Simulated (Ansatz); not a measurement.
# Hf2Si: the cost of one run

Method: DFT r2SCAN, scalar-relativistic, plane waves, PAW, in Ansatz 0.2.0.

**1. The system as given**

It takes space group P6/mmm (No. 191, hexagonal). Conventional cell: a = 3.858 Å, b = 3.858 Å, c = 4.166 Å, α = 90.00°, β = 90.00°, γ = 120.00°. Around Hf (site symmetry -6m2) lie 3 Hf at 2.23 Å and 6 Si at 3.05 Å. Si (site symmetry 6/mmm) has 12 Hf at 3.05 Å as nearest neighbours.

As a file:

```
CELL_PARAMETERS angstrom
3.85850 0.00000 0.00000
-1.92925 3.34156 0.00000
0.00000 0.00000 4.16615
ATOMIC_POSITIONS crystal
Hf 0.33333 0.66667 0.50000
Hf 0.66667 0.33333 0.50000
Si 0.00000 0.00000 0.00000
```

This is candidate A: AlB2 type (P6/mmm, No. 191).

(A quick probe on a coarse mesh, which set the mesh and smearing, is not shown.)

**3. A loose first relaxation (candidate A)**

File input.yaml:

```yaml
crystal:
  lattice:
    - [3.858496255, 0.0, 0.0]
    - [-1.9292481275, 3.3415557772, 0.0]
    - [0.0, 0.0, 4.1661504414]
  atoms:
    - { symbol: Hf, position: [0.3333333333, 0.6666666667, 0.5] }
    - { symbol: Hf, position: [0.6666666667, 0.3333333333, 0.5] }
    - { symbol: Si, position: [0.0, 0.0, 0.0] }
basis:
  ecutwfc: 500
kpoints:
  mp_grid: { grid: [6, 6, 4] }
hamiltonian:
  xc: r2scan
scf:
  occupations: { method: gaussian, width: 0.1 }
  lower_state_search: "off"
output:
  forces: true
  stress: true
  eigenvalues: true
relax:
  adjacent_minimum: "off"
  f_tol: 0.04
  max_steps: 70
  cell: { stress_tol: 0.4 }
```

On the command line:

```
$ ansatz run input.yaml --threads 1 --pin off --max-ram 3072MiB --backend cpu --events-out ev --progress --plain --runs-dir out
```

What time and memory should one allow on 1 thread of Arm Neoverse V1, shared host?

About 93 s, with a peak of 0.5 GiB.
